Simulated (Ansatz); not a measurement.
## MgCd₃, space group Fm-3m: relaxations under a series of pressures, step by step

With Ansatz 0.2.0, Python API.

Run as a notebook:

```python
import ansatz as az
from ase import Atoms
import numpy as np
import pandas as pd
```

```python
SETTINGS = {
    "functional": "pbesol",
    "ecut": 510,
    "k_length": 20,
    "filling": "cold",
}
```

```python
def edges_and_angles(cell):
    cell = np.asarray(cell)
    a, b, c = np.linalg.norm(cell, axis=1)
    cosines = cell[1] @ cell[2] / (b * c), cell[0] @ cell[2] / (a * c), cell[0] @ cell[1] / (a * b)
    return (a, b, c, *np.degrees(np.arccos(cosines)))
```

```python
atoms = Atoms(
    ["Mg", "Cd", "Cd", "Cd"],
    scaled_positions=[
        [0.5, 0.5, 0.5],
        [0.0, 0.0, 0.0],
        [0.25, 0.25, 0.25],
        [0.75, 0.75, 0.75],
    ],
    cell=[
        [0.0, 3.540325, 3.540325],
        [3.540325, 0.0, 3.540325],
        [3.540325, 3.540325, 0.0],
    ],
    pbc=True,
)
xtal = az.Crystal.from_ase(atoms)
```

```python
model = (
    xtal.calculation()
    .functional(SETTINGS["functional"])
    .pseudopotentials("paw")
    .basis(SETTINGS["ecut"])
    .kpoints(length=SETTINGS["k_length"])
    .occupations(SETTINGS["filling"], width=100 * az.meV)
)
```

```python
# H = F + PV, with 1 GPa A^3 = 1/160.21766 eV
rows = []
for pressure in [-2, 0, 2, 5, 10]:
    out = model.relax(cell=True, pressure=pressure, force_tolerance=0.05, max_steps=60).run(threads=1)
    cell = out.lattice.cell_ang
    n_atoms = len(out.lattice.sites)
    volume = abs(np.linalg.det(cell)) / n_atoms
    enthalpy = out.report["free_energy_ev"] / n_atoms + pressure * volume / 160.21766
    rows.append((pressure, volume, enthalpy, *edges_and_angles(cell)))
    print(f"{pressure} GPa done: {volume:.4f} A^3/atom")

table = pd.DataFrame(rows, columns=["P_GPa", "V_A3_atom", "H_eV_atom", "a", "b", "c", "alpha", "beta", "gamma"])
print(table.round(4).to_string(index=False))
p, v = np.array([row[0] for row in rows], float), np.array([row[1] for row in rows])
print("mean bulk modulus between rows (GPa):", np.round(-np.diff(p) / np.diff(np.log(v)), 1))
```

    -2 GPa done: 21.6314 A^3/atom
    0 GPa done: 20.8028 A^3/atom
    2 GPa done: 20.1382 A^3/atom
    5 GPa done: 19.3298 A^3/atom
    10 GPa done: 18.3059 A^3/atom
     P_GPa  V_A3_atom  H_eV_atom      a      b      c  alpha  beta  gamma
        -2    21.6314 -6616.3429 4.9646 4.9646 4.9646   60.0  60.0   60.0
         0    20.8028 -6616.0782 4.9004 4.9004 4.9004   60.0  60.0   60.0
         2    20.1382 -6615.8229 4.8477 4.8477 4.8477   60.0  60.0   60.0
         5    19.3298 -6615.4537 4.7819 4.7819 4.7819   60.0  60.0   60.0
        10    18.3059 -6614.8673 4.6959 4.6959 4.6959   60.0  60.0   60.0
    mean bulk modulus between rows (GPa): [51.2 61.6 73.2 91.9]

The volume falls from 21.63 Å³ an atom at -2 GPa to 18.31 at 10 GPa, by 15.4 %. Between -2 and 0 GPa, -V dP/dV is about 51 GPa, a mean over that step.

Caveats:
- Absolute energies stand on the zero of these potentials, so only differences at equal settings mean something.
- At a fixed pressure a relaxation lowers the enthalpy F + PV, while F alone can rise.
- For a metal this k-point mesh is coarse: on a finer one energies can move by several to tens of meV an atom and pressures by half a GPa or more, differences at one mesh by less.
- Edges and angles are those of the cell as typed, here a primitive one, not of the conventional cell.
- This cell is a computed structure, which may not be the phase found in nature.
- Symmetry holds the cell in this phase, whether or not it is the stable one at each pressure.
- The whole script took 61 s on 1 thread of Arm Neoverse V1 (shared host), peak memory 0.44 GiB.
